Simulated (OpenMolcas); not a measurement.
# C2H7NSi (SMILES C=C[SiH2]N) at HF/6-31G(d) (Cartesian functions)

Aim: an optimisation with harmonic vibrations of C2H7NSi. 

The results are computed with OpenMolcas 26.06.

1 further run of the same task is left out (set aside as unsound or not needed).

## (1) The molecule

The species is C2H7NSi (11 atoms), meant as a singlet with charge 0. SMILES: `C=C[SiH2]N`. The shape is that of a PBE0-D4/def2-TZVP optimisation. This is one conformer, not always the lowest. The run starts from this shape.

Bond lengths: C1–C2 1.330 Å, C2–Si3 1.865 Å, Si3–N4 1.715 Å, C1–H5 1.087 Å, C1–H6 1.087 Å, C2–H7 1.091 Å, Si3–H8 1.488 Å, Si3–H9 1.488 Å, N4–H10 1.006 Å, N4–H11 1.006 Å. Some angles: C1–C2–Si3 123.1°, C2–Si3–N4 114.9°, C1–C2–H7 118.1°, Si3–C2–H7 118.8°, C2–C1–H5 122.6°, C2–C1–H6 121.2°, C2–Si3–H8 108.4°, C2–Si3–H9 108.4°, N4–Si3–H8 107.9°, N4–Si3–H9 108.0°.

## (2) An optimisation with harmonic vibrations at HF/6-31G(d) (Cartesian functions)

Input file test.inp:

```
&GATEWAY
 BasLib
 $CurrDir
 Coord
 11
 angstrom
 C       -0.676100       1.337000      -0.945000
 C        0.089300       1.208600       0.135100
 Si       0.596500      -0.444500       0.832600
 N        0.002900      -1.803700      -0.028600
 H       -0.967100       2.304600      -1.344700
 H       -1.046800       0.465600      -1.479100
 H        0.433000       2.116700       0.631600
 H        0.099500      -0.536600       2.232600
 H        2.083200      -0.516700       0.836000
 H        0.404900      -2.086000      -0.906300
 H       -0.953800      -2.102100       0.056300
 Basis
 6-31Gs
 Group
 NoSym
>>> EXPORT MOLCAS_MAXITER=50
>>> Do While

&SEWARD

&SCF
 PrOrbitals
 0

&SLAPAF
>>> EndDo
>>> COPY $Project.Opt.xyz $CurrDir/final.xyz
>>> COPY $Project.slapaf.h5 $CurrDir/final.slapaf.h5

&MCKINLEY

&MCLR
 Thermochemistry
 1
 1.0
 298.15
 End of PT
```

The basis set 6-31G* is read from a file made from the Basis Set Exchange's data (not shown).

Started as:

```sh
export MOLCAS_MEM=1860
pymolcas test.inp > test.log
```

What values should one expect? Wanted: total energy; dipole moment; HOMO energy; LUMO energy; HOMO–LUMO gap; lowest harmonic wavenumber; highest harmonic wavenumber; zero-point energy; ideal-gas entropy at 298.15 K and 1 atm.

Computed results:

At HF/6-31G* (Cartesian functions):

```
                                                           quantity             value
                                                       total energy     -423.17348 Eh
                                                      dipole moment            1.51 D
                                                        HOMO energy         -10.02 eV
                                                        LUMO energy           4.33 eV
                                                      HOMO–LUMO gap          14.35 eV
                                         lowest harmonic wavenumber          101 cm⁻¹
                                        highest harmonic wavenumber         3907 cm⁻¹
                                                  zero-point energy      239.8 kJ/mol
ideal-gas entropy at 298.15 K and 1 atm (symmetry number 1 as used)  76.9 cal/(mol K)
```

What this shows: At the final geometry: Bond lengths: C1–C2 1.325 Å, C2–Si3 1.878 Å, Si3–N4 1.721 Å, C1–H5 1.078 Å, C1–H6 1.077 Å, C2–H7 1.082 Å, Si3–H8 1.477 Å, Si3–H9 1.477 Å, N4–H10 0.997 Å, N4–H11 0.997 Å. Some angles: C1–C2–Si3 124.0°, C2–Si3–N4 114.7°, C1–C2–H7 117.6°, Si3–C2–H7 118.3°, C2–C1–H5 122.5°, C2–C1–H6 121.8°, C2–Si3–H8 108.4°, C2–Si3–H9 108.4°, N4–Si3–H8 108.0°, N4–Si3–H9 108.0°. All 27 modes are real, so the shape is a minimum at this level. Mulliken charges run from -1.06 on N4 to +0.90 on Si3; they depend strongly on the basis.
